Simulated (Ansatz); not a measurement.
**Cl₂H₂OSi: a barrier at many levels of theory**

How high is the barrier of this step (Si1–H4 formed, Si1–O5 tightened, H4–O5 broken), and how far do cheaper methods land from CCSD(T)?

Method: single points in def2-TZVPP on PBE0-D4/def2-TZVP structures; program: Ansatz 0.2.0, Gaussian basis.

Levels: SPW92, PBE-D4, BLYP-D4, r2SCAN-D4, B97M-V, PBE0-D4, B3LYP-D4, r2SCAN0-D4, BHLYP-D4, CAM-B3LYP-D4, wB97X-V, wB97M-V, B2PLYP, PBE-QIDH, RPA on PBE, Hartree-Fock, MP2, CCSD, CCSD(T). The reference is CCSD(T) at the basis limit, from triple and quadruple zeta. Zero-point energies come from PBE0-D4 vibrations.

Cores are frozen in the correlated methods. B3LYP uses VWN-RPA correlation. B2PLYP carries no dispersion term here.

42 further runs of the same task are left out: 42 set aside as unsound or not needed.

## 1. The three structures

Charge 0, multiplicity 1. The folders r, ts and p hold the start, the saddle and the end; their coordinates stand in the first inputs.

```tsv
pair	r (Å)	ts (Å)	p (Å)
Si1–H4	2.514	1.632	1.467
Si1–O5	2.092	1.831	1.621
H4–O5	0.970	1.282	2.489
```

## 2. SPW92/def2-TZVPP

r/in.yaml

```yaml
crystal:
  periodic: [false, false, false]
  atoms:
    - {symbol: Si, position_ang: [0.191065, -1.304807, 0.030497]}
    - {symbol: Cl, position_ang: [1.474945, -0.401655, -1.429209]}
    - {symbol: Cl, position_ang: [-1.723702, -0.856065, -0.822034]}
    - {symbol: H, position_ang: [-0.780040, 0.894078, 0.767187]}
    - {symbol: O, position_ang: [0.105893, 0.559692, 0.975245]}
    - {symbol: H, position_ang: [0.731841, 1.108657, 0.478415]}
basis:
  gaussian: {orbitals: def2-TZVPP}
hamiltonian: {xc: lda}
```

ts/in.yaml

```yaml
crystal:
  periodic: [false, false, false]
  atoms:
    - {symbol: Si, position_ang: [0.099337, -0.776442, 0.053872]}
    - {symbol: Cl, position_ang: [1.759804, -1.092093, -1.118316]}
    - {symbol: Cl, position_ang: [-1.504624, -0.732404, -1.257004]}
    - {symbol: H, position_ang: [-0.039013, 0.079471, 1.436795]}
    - {symbol: O, position_ang: [0.218868, 0.979239, 0.561376]}
    - {symbol: H, position_ang: [-0.534373, 1.542129, 0.323377]}
basis:
  gaussian: {orbitals: def2-TZVPP}
hamiltonian: {xc: lda}
```

p/in.yaml

```yaml
crystal:
  periodic: [false, false, false]
  atoms:
    - {symbol: Si, position_ang: [0.006052, -0.339126, 0.158642]}
    - {symbol: Cl, position_ang: [1.674181, -0.832085, -0.910003]}
    - {symbol: Cl, position_ang: [-1.616811, -0.901921, -0.944721]}
    - {symbol: H, position_ang: [0.007880, -1.052368, 1.440329]}
    - {symbol: O, position_ang: [-0.031393, 1.247394, 0.489280]}
    - {symbol: H, position_ang: [-0.039908, 1.878006, -0.233427]}
basis:
  gaussian: {orbitals: def2-TZVPP}
hamiltonian: {xc: lda}
```

One command serves all of them, each in its own folder.

On the command line:

```bash
$ ansatz run in.yaml --threads 2 --pin off --events-out ev --progress --plain --max-ram 4352MiB
```

After this run come: PBE-D4/def2-TZVPP; BLYP-D4/def2-TZVPP; r2SCAN-D4/def2-TZVPP; B97M-V/def2-TZVPP; PBE0-D4/def2-TZVPP; B3LYP-D4/def2-TZVPP; r2SCAN0-D4/def2-TZVPP; BHLYP-D4/def2-TZVPP; CAM-B3LYP-D4/def2-TZVPP; wB97X-V/def2-TZVPP; wB97M-V/def2-TZVPP; B2PLYP/def2-TZVPP; PBE-QIDH/def2-TZVPP; RPA on PBE/def2-TZVPP; CCSD(T)/def2-TZVPP; MP2/def2-QZVPP; Vibrations of the start structure; Vibrations of the end structure.

What does the calculation give? Wanted: barrier, CCSD(T)/CBS; reverse barrier, CCSD(T)/CBS; step energy, CCSD(T)/CBS; barrier with zero-point energy; step energy with zero-point energy; imaginary mode at the saddle; largest T1 diagnostic.

**Answer**, as computed:

```
                          quantity          value
              barrier, CCSD(T)/CBS   134.0 kJ/mol
      reverse barrier, CCSD(T)/CBS   339.3 kJ/mol
          step energy, CCSD(T)/CBS  -205.3 kJ/mol
    barrier with zero-point energy   120.3 kJ/mol
step energy with zero-point energy  -208.9 kJ/mol
      imaginary mode at the saddle     1524i cm⁻¹
             largest T1 diagnostic          0.013
```

Among the functionals wB97X-V lands nearest to CCSD(T)/CBS (+0.4 kJ/mol) and SPW92 farthest (-35.0 kJ/mol). By rung, the mean size of the error is: LDA 35.0, GGA 17.4, meta-GGA 17.5, hybrid 8.7, range-separated hybrid 3.7, double hybrid 2.1 kJ/mol. PBE-D4 gives a barrier 22.9 kJ/mol too low, outside chemical accuracy (1 kcal/mol, 4.2 kJ/mol). Every functional without exact exchange puts the barrier too low, the usual mark of self-interaction error, which favours the spread-out density of a saddle. The barrier rises with the share of exact exchange, from BLYP-D4 through B3LYP-D4 to BHLYP-D4 (-11.9, -0.8, +18.2 kJ/mol). Hartree-Fock, with no correlation, is off by +51.4 kJ/mol. Zero-point motion lowers the barrier by 13.7 kJ/mol. The restricted Hartree–Fock reference is unstable towards an unrestricted one at one or more of these structures.
